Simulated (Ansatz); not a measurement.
# In2C: the cost of one run

Method: DFT PBE, scalar-relativistic, plane waves, PAW, in Ansatz 0.2.0.

## (1) The structure to begin with

It takes space group P4_2/nmc (No. 137, tetragonal). Conventional cell: a = 3.440 Å, b = 3.440 Å, c = 11.226 Å, α = 90.00°, β = 90.00°, γ = 90.00°. In (site symmetry 2mm) has 2 C at 2.21 Å as nearest neighbours. C (site symmetry -4m2) has 4 In at 2.21 Å as nearest neighbours.

Coordinates:

```
CELL_PARAMETERS angstrom
3.44004 0.00000 0.00000
0.00000 3.44004 0.00000
0.00000 0.00000 11.22604
ATOMIC_POSITIONS crystal
In 0.00000 0.50000 0.87654
In 0.00000 0.50000 0.37654
In 0.50000 0.00000 0.62346
In 0.50000 0.00000 0.12346
C 0.00000 0.00000 0.50000
C 0.50000 0.50000 0.00000
```

Recipe of the guess: species swapped into a database cell of GeS2 (P4_2/nmc, No. 137), with C on the Ge sites and In on the S sites. Lengths come from tabulated atomic sizes and are only a guess.

## (2) A first look at the guess

input.yaml reads:

```yaml
crystal:
  lattice:
    - [3.4400404, 0.0, 0.0]
    - [0.0, 3.4400404, 0.0]
    - [0.0, 0.0, 11.22604044]
  atoms:
    - { symbol: In, position: [0.0, 0.5, 0.87654364] }
    - { symbol: In, position: [0.0, 0.5, 0.37654364] }
    - { symbol: In, position: [0.5, 0.0, 0.62345636] }
    - { symbol: In, position: [0.5, 0.0, 0.12345636] }
    - { symbol: C, position: [0.0, 0.0, 0.5] }
    - { symbol: C, position: [0.5, 0.5, 0.0] }
basis:
  ecutwfc: 420
kpoints:
  mp_grid: { grid: [6, 6, 2] }
hamiltonian:
  xc: pbe
scf:
  occupations: { method: gaussian, width: 0.1 }
  lower_state_search: "off"
output:
  forces: true
  stress: true
  eigenvalues: true
```

Run with:

```sh
$ ansatz run input.yaml --threads 1 --pin off --max-ram 2560MiB --backend cpu --events-out ev --progress --plain --runs-dir out
```

What time and memory should one allow on 1 thread of AMD EPYC 9R14 (Zen 4), shared host?

About 2.4 s, with a peak of 0.45 GiB.
